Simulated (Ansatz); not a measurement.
This script makes an equation of state with a fit of NbRu3, space group Pm-3m with Ansatz 0.2.0, Python API.

`eos_nbru3.py`
```python
import logging
import sys

import ansatz as az
import numpy as np

logging.basicConfig(stream=sys.stdout, format='%(levelname)s:%(name)s:%(message)s')
logger = logging.getLogger('run')
logger.setLevel(logging.INFO)

VECTORS = np.array([
    [3.88, 0.0, 0.0],
    [0.0, 3.88, 0.0],
    [0.0, 0.0, 3.88],
])
SITES = [
    ('Nb', (0.0, 0.0, 0.0)),
    ('Ru', (0.0, 0.5, 0.5)),
    ('Ru', (0.5, 0.0, 0.5)),
    ('Ru', (0.5, 0.5, 0.0)),
]


def on_lattice(cell):
    crystal = az.Crystal(lattice=az.Lattice.of(cell))
    for symbol, position in SITES:
        crystal = crystal.atom(symbol, position)
    return crystal

volumes, energies, pressures = [], [], []
for scale in np.linspace(0.92, 1.08, 7):
    cell = VECTORS * scale ** (1 / 3)
    calc = (
        on_lattice(cell).calculation()
        .occupations('fermi_dirac', width=100 * az.meV)
        .functional('r2scan')
        .basis(600)
        .kpoints(6, 6, 6)
        .stress()
    )
    rep = calc.run(threads=1).report
    volumes.append(abs(np.linalg.det(cell)) / len(SITES))
    energies.append(rep['free_energy_ev'] / len(SITES))
    pressures.append(np.trace(rep['stress_gpa']) / 3)
    logger.info(f'V = {volumes[-1]:8.4f} A^3/atom  F = {energies[-1]:.5f} eV/atom  P = {pressures[-1]:8.3f} GPa')

x = np.array(volumes) ** (-2 / 3)
poly = np.polynomial.Polynomial.fit(x, energies, 3).convert()
roots = poly.deriv().roots()
x0 = min((r.real for r in roots if abs(r.imag) < 1e-9 and poly.deriv(2)(r.real) > 0), key=lambda r: abs(r - x.mean()))
v0 = x0 ** -1.5
b0 = 4 / 9 * poly.deriv(2)(x0) * v0 ** (-7 / 3) * 160.21766
b1 = 4 + 2 / 3 * x0 * poly.deriv(3)(x0) / poly.deriv(2)(x0)
logger.info(f'V0 = {v0:.4f} A^3/atom, B0 = {b0:.1f} GPa, dB/dP = {b1:.2f}')
```

From its runs, with one value withheld:

| V (Å³/atom) | F less the lowest row shown (meV/atom) |
| --- | --- |
| 13.435 | 83.52 |
| 13.824 | 32.52 |
| 14.213 | 5.78 |
| 14.603 | 0.00 |
| 14.992 | 12.29 |
| 15.382 | 40.16 |
| 15.771 | ? |

What is the missing energy at 15.771 Å³ an atom?

A third-order Birch-Murnaghan fit, E = E0 + (9 V0 B0 / 16) [(t - 1)³ B' + (t - 1)² (6 - 4t)] with t = (V0/V)^(2/3), through the 6 rows shown gives V0 = 14.524 Å³, B0 = 285.1 GPa, B' = 4.49 and E0 = -0.37 meV. At V = 15.771 Å³, t = 0.94658, and the fit extrapolates to 81.51 meV. The run gave 81.45 meV, a miss of 0.06 meV.

Notes:
- The mesh is modest for a metal, so energies can be off by several to tens of meV an atom and pressures by half a GPa or more; differences at equal mesh fare better.
- Pressure is positive in compression.
- The structure is a deposited one; some such entries were measured under pressure or heat, so a shift against it needn't be the functional's error alone.
- Finished in 49 s on 1 thread of Arm Neoverse V1 (shared host), peak memory 0.59 GiB.
